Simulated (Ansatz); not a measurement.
**H₂SeS₂ (SMILES S[Se]S): functionals against CCSD(T) at one geometry**

Aim: energy, forces and dipole at a structure displaced at random from a GFN2-xTB minimum, from CCSD(T) and from density functionals.

The runs use Ansatz 0.2.0, Gaussian basis; single points in def2-TZVPP.

Cores are frozen in the correlated methods. Filled d shells of the heavier atoms are correlated.

### 1 The starting structure

SMILES `S[Se]S`, 5 atoms, charge 0, spin multiplicity 1.

Atoms are counted from 1 here; the program's logs count them from 0.

Bond lengths: S1–Se2 2.259 Å, S1–H4 1.524 Å, Se2–S3 2.213 Å, S3–H5 1.212 Å. Angles: Se2–S1–H4 90.7°, S1–Se2–S3 99.7°, Se2–S3–H5 99.3°.

As a file:

```xyz
5

S    -1.47490   -0.45820   -0.90820
Se   -0.37280    0.99590    0.42300
S     1.62110    0.03560    0.45410
H    -1.95720   -1.23600    0.31030
H     2.09220    0.53070   -0.54690
```

### 2 CCSD(T)/def2-TZVPP

File run/in.yaml:

```yaml
crystal:
  periodic: [false, false, false]
  atoms:
    - {symbol: S, position_ang: [-1.474900, -0.458200, -0.908200]}
    - {symbol: Se, position_ang: [-0.372800, 0.995900, 0.423000]}
    - {symbol: S, position_ang: [1.621100, 0.035600, 0.454100]}
    - {symbol: H, position_ang: [-1.957200, -1.236000, 0.310300]}
    - {symbol: H, position_ang: [2.092200, 0.530700, -0.546900]}
basis:
  gaussian: {orbitals: def2-TZVPP}
correlation: {method: ccsd_t}
output: {forces: true}
```

The command line of these runs was not kept.

### 3 PBE0-D4/def2-TZVPP

Edit run/in.yaml of step 2 so:

```diff
@@ -10,3 +10,3 @@
   gaussian: {orbitals: def2-TZVPP}
-correlation: {method: ccsd_t}
-output: {forces: true}
+hamiltonian: {xc: pbe0, dispersion: d4}
+output: {forces: true, orbitals: {seedname: orbitals}}
```

### 4 wB97M-V/def2-TZVPP

Edit run/in.yaml of step 3 so:

```diff
@@ -10,3 +10,3 @@
   gaussian: {orbitals: def2-TZVPP}
-hamiltonian: {xc: pbe0, dispersion: d4}
-output: {forces: true, orbitals: {seedname: orbitals}}
+hamiltonian: {xc: {name: wB97M-V}}
+output: {forces: true}
```

### 5 r2SCAN-D4/def2-TZVPP

Edit run/in.yaml of step 4 so:

```diff
@@ -10,3 +10,3 @@
   gaussian: {orbitals: def2-TZVPP}
-hamiltonian: {xc: {name: wB97M-V}}
+hamiltonian: {xc: r2scan, dispersion: d4}
 output: {forces: true}
```

### 6 PBE-D4/def2-TZVPP

Edit run/in.yaml of step 5 so:

```diff
@@ -10,3 +10,3 @@
   gaussian: {orbitals: def2-TZVPP}
-hamiltonian: {xc: r2scan, dispersion: d4}
+hamiltonian: {xc: pbe, dispersion: d4}
 output: {forces: true}
```

### 7 BHLYP-D4/def2-TZVPP

Edit run/in.yaml of step 6 so:

```diff
@@ -10,3 +10,3 @@
   gaussian: {orbitals: def2-TZVPP}
-hamiltonian: {xc: pbe, dispersion: d4}
+hamiltonian: {xc: {name: BHLYP}, dispersion: d4}
 output: {forces: true}
```

### 8 r2SCANh-D4/def2-TZVPP

Edit run/in.yaml of step 7 so:

```diff
@@ -10,3 +10,3 @@
   gaussian: {orbitals: def2-TZVPP}
-hamiltonian: {xc: {name: BHLYP}, dispersion: d4}
+hamiltonian: {xc: {name: r2SCANh}, dispersion: d4}
 output: {forces: true}
```

(Steps that only read results are left out.)

Q: Predict the outcome of this session. Wanted: energy less free atoms, CCSD(T)/def2-TZVPP; RMS force component; RMS force error; HOMO and LUMO, PBE0-D4; T1 diagnostic.

As calculated:

| quantity | value |
| --- | --- |
| energy less free atoms, CCSD(T)/def2-TZVPP | -1119.3 kJ/mol |
| RMS force component | 2.132 to 2.211 eV/Å over the methods |
| RMS force error | PBE0-D4 0.137, wB97M-V 0.113, r2SCAN-D4 0.080, PBE-D4 0.197, BHLYP-D4 0.174, r2SCANh-D4 0.106 eV/Å |
| HOMO and LUMO, PBE0-D4 | -7.21 and -1.75 eV |
| T1 diagnostic | 0.012 |

In words: Against CCSD(T) the functionals' energies less atoms differ by -116.7 to +13.3 kJ/mol, PBE-D4 by -116.7 kJ/mol. The reference is not at the basis limit: in triple zeta CCSD(T) underbinds, which counts against methods that bind more; the gaps are no ranking. The forces of r2SCAN-D4 come nearest to CCSD(T), those of PBE-D4 are farthest. Frozen-core CCSD(T) forces in triple zeta carry basis errors of their own, and this is one geometry, so small gaps rank nothing.
